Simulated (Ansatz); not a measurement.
# BrGaH₂O: how energies converge with the basis set

An exercise on one series of results from a longer session: the logs are not shown, and one member is left open.

Computed with Ansatz 0.2.0, Gaussian basis. Level: one geometry, several basis sets.

Plan: PBE0-D4/def2-SVP; ωB97M-V/def2-SVP; PBE0-D4/def2-QZVPP; ωB97M-V/def2-QZVPP; the functionals' def2-TZVPP values are taken from earlier runs.

## Structure used throughout

The geometry comes from an earlier relaxation with PBE0-D4 in a triple-zeta def2 set; it is a stationary point.

SMILES `[OH][GaH][Br]`, 5 atoms, charge 0, spin multiplicity 1.

Atoms are counted from 1 here; the program's logs count them from 0.

Bond lengths: O1–Ga2 1.773 Å, O1–H4 0.960 Å, Ga2–Br3 2.290 Å, Ga2–H5 1.543 Å. Angles: Ga2–O1–H4 113.6°, O1–Ga2–Br3 115.4°, O1–Ga2–H5 121.8°, Br3–Ga2–H5 122.8°.

Set-up of the first run:

The input, in.yaml:

```yaml
crystal:
  periodic: [false, false, false]
  atoms:
    - {symbol: O, position_ang: [-1.233638, 0.320136, -0.518572]}
    - {symbol: Ga, position_ang: [0.426996, 0.307052, 0.101726]}
    - {symbol: Br, position_ang: [1.237762, -1.751730, 0.693616]}
    - {symbol: H, position_ang: [-1.639905, -0.549678, -0.547493]}
    - {symbol: H, position_ang: [1.258687, 1.600519, 0.229325]}
basis:
  gaussian: {orbitals: def2-SVP}
hamiltonian: {xc: pbe0, dispersion: d4}
output: {orbitals: {seedname: orbitals}}
```

Among the steps run: PBE0-D4 in def2-SVP; ωB97M-V in def2-SVP; PBE0-D4 in def2-QZVPP; ωB97M-V in def2-QZVPP.

One table of the session follows, with a row left open; its other results are not shown here.

It belongs to the step «Density functionals: the series». 

| functional | basis | HOMO (eV) |
| --- | --- | --- |
| PBE0-D4 | def2-SVP | -8.33 |
| PBE0-D4 | def2-TZVPP | -8.46 |
| PBE0-D4 | def2-QZVPP | -8.48 |
| ωB97M-V | def2-SVP | -10.52 |
| ωB97M-V | def2-TZVPP | -10.69 |
| ωB97M-V | def2-QZVPP | ? |

**Question.** Estimate the row for ωB97M-V, def2-QZVPP.

As computed: HOMO (eV): -10.71. In the column «HOMO (eV)» it is the lowest.
